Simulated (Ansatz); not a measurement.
**CH₃BFN (SMILES N=CBF): one structure at several levels**

An exercise on one series of results from a longer session: the logs are not shown, and one member is left open.

Program: Ansatz 0.2.0, Gaussian basis. Level of theory: single points in def2-TZVPP. These are calculated values, not measurements.

Cores are frozen in the correlated methods.

## Where the work starts

SMILES `N=CBF`, 7 atoms, charge 0, spin multiplicity 1.

Atoms are counted from 1 here; the program's logs count them from 0.

Bond lengths: N1–C2 1.250 Å, N1–H5 1.031 Å, C2–B3 1.610 Å, C2–H6 1.079 Å, B3–F4 1.314 Å, B3–H7 1.155 Å. Angles: C2–N1–H5 113.8°, N1–C2–B3 125.1°, N1–C2–H6 115.7°, B3–C2–H6 119.2°, C2–B3–F4 117.6°, C2–B3–H7 124.5°, F4–B3–H7 117.9°.

Coordinates:

```xyz
7
CH3BFN
N     0.4765    1.0451   -1.0507
C    -0.1060    0.7285    0.0089
B    -0.2414   -0.7712    0.5792
F     0.2927   -1.7414   -0.1285
H     0.9289    0.2525   -1.5294
H    -0.5442    1.5440    0.5629
H    -0.7528   -1.0479    1.5767
```

The first run:

Input file run/in.yaml:

```yaml
crystal:
  periodic: [false, false, false]
  atoms:
    - {symbol: N, position_ang: [0.476500, 1.045100, -1.050700]}
    - {symbol: C, position_ang: [-0.106000, 0.728500, 0.008900]}
    - {symbol: B, position_ang: [-0.241400, -0.771200, 0.579200]}
    - {symbol: F, position_ang: [0.292700, -1.741400, -0.128500]}
    - {symbol: H, position_ang: [0.928900, 0.252500, -1.529400]}
    - {symbol: H, position_ang: [-0.544200, 1.544000, 0.562900]}
    - {symbol: H, position_ang: [-0.752800, -1.047900, 1.576700]}
basis:
  gaussian: {orbitals: def2-TZVPP}
correlation: {method: ccsd_t}
output: {forces: true}
```

The command line of these runs was not kept.

Steps of the session up to this table: CCSD(T)/def2-TZVPP; PBE0-D4/def2-TZVPP; wB97M-V/def2-TZVPP; r2SCAN-D4/def2-TZVPP; PBE-D4/def2-TZVPP; r2SCANh-D4/def2-TZVPP; HSE06-D4/def2-TZVPP.

One of the session's tables, all rows but one given; the rest of the session is left out.

| method | RMS force component (eV/Å) | angle to CCSD(T) forces (°) | dipole (D) |
| --- | --- | --- | --- |
| CCSD(T) | 0.972 | reference | 1.50 |
| PBE0-D4 | 0.736 | 15.8 | 1.45 |
| wB97M-V | 0.722 | 11.9 | 1.50 |
| r2SCAN-D4 | 0.805 | 10.7 | 1.39 |
| PBE-D4 | 0.940 | 12.9 | 1.33 |
| r2SCANh-D4 | ? | ? | ? |
| HSE06-D4 | 0.741 | 15.5 | 1.44 |

Q: Estimate the row for r2SCANh-D4 from the others.

**Answer.** RMS force component (eV/Å): 0.746; angle to CCSD(T) forces (°): 13.4; dipole (D): 1.43. In the column «RMS force component (eV/Å)» it lies between HSE06-D4 (0.741) and r2SCAN-D4 (0.805).
